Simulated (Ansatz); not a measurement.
# BeCl2+ (doublet): energies up the ladder

The task, for BeCl2+ (doublet): energies up the ladder. Charge +1. Spin multiplicity 2.

Method: the levels named in each step, in Ansatz 0.2.0.

### 1 The structure to begin with

Bond lengths: Cl1–Be2 1.763 Å, Be2–Cl3 1.763 Å. Angles: Cl1–Be2–Cl3 180.0°.

As a file:

```xyz
3

Cl    0.0000    0.0000   -1.7629
Be    0.0000    0.0000    0.0001
Cl    0.0000    0.0000    1.7629
```

### 2 A rough first relaxation, PBE-D4/def2-SVP

input.yaml reads:

```yaml
crystal:
  periodic: [false, false, false]
  atoms:
    - { symbol: Cl, position_ang: [0.0, 0.0, -1.76294] }
    - { symbol: Be, position_ang: [0.0, 0.0, 5.0e-05] }
    - { symbol: Cl, position_ang: [0.0, 0.0, 1.76289] }
magnetization:
  spin_polarized: true
  initial_magnetization: 1
total_charge: 1
basis:
  gaussian: { orbitals: def2-SVP }
hamiltonian:
  xc: pbe
  dispersion: d4
relax:
  f_tol: 0.03
  max_steps: 200
```

On the command line:

```
$ ansatz run input.yaml --threads 2 --pin off --max-ram 5120MiB --backend cpu --events-out ev --progress --plain --runs-dir out
```

The runs that follow: Relaxation, PBE0-D4/def2-TZVPP; Frequencies, PBE0-D4/def2-TZVPP; Single point, PBE-D4/def2-TZVPP; Single point, r2SCAN-D4/def2-TZVPP; Single point, B3LYP-D4/def2-TZVPP; Single point, wB97M-V/def2-TZVPP; Single point, B2PLYP/def2-TZVPP; Single point, LDA/def2-TZVPP; Single point, PBE0-D4/def2-SVP; Single point, PBE-D4/def2-SVP; Single point, CCSD(T)/def2-TZVPP; Single point, CCSD(T)/def2-QZVPP.

What does the calculation give? Wanted: Cl1–Be2 at PBE0-D4/def2-TZVPP; Be2–Cl3 at PBE0-D4/def2-TZVPP; frequencies at PBE0-D4/def2-TZVPP; energy at CCSD(T)/CBS.

**Answer**, as computed:

| quantity | value |
| --- | --- |
| Cl1–Be2 at PBE0-D4/def2-TZVPP | 1.834 Å |
| Be2–Cl3 at PBE0-D4/def2-TZVPP | 1.834 Å |
| frequencies at PBE0-D4/def2-TZVPP | 78 to 834 cm⁻¹ |
| energy at CCSD(T)/CBS | -25414.840 eV |

**Reading.** No mode is imaginary, so the geometry is a minimum. These totals serve in differences with atoms or fragments at the same level; alone they don't rank the methods. A T1 diagnostic of 0.058 (charge +1) lies over the usual mark for one of the runs, a hint of some multireference character there.
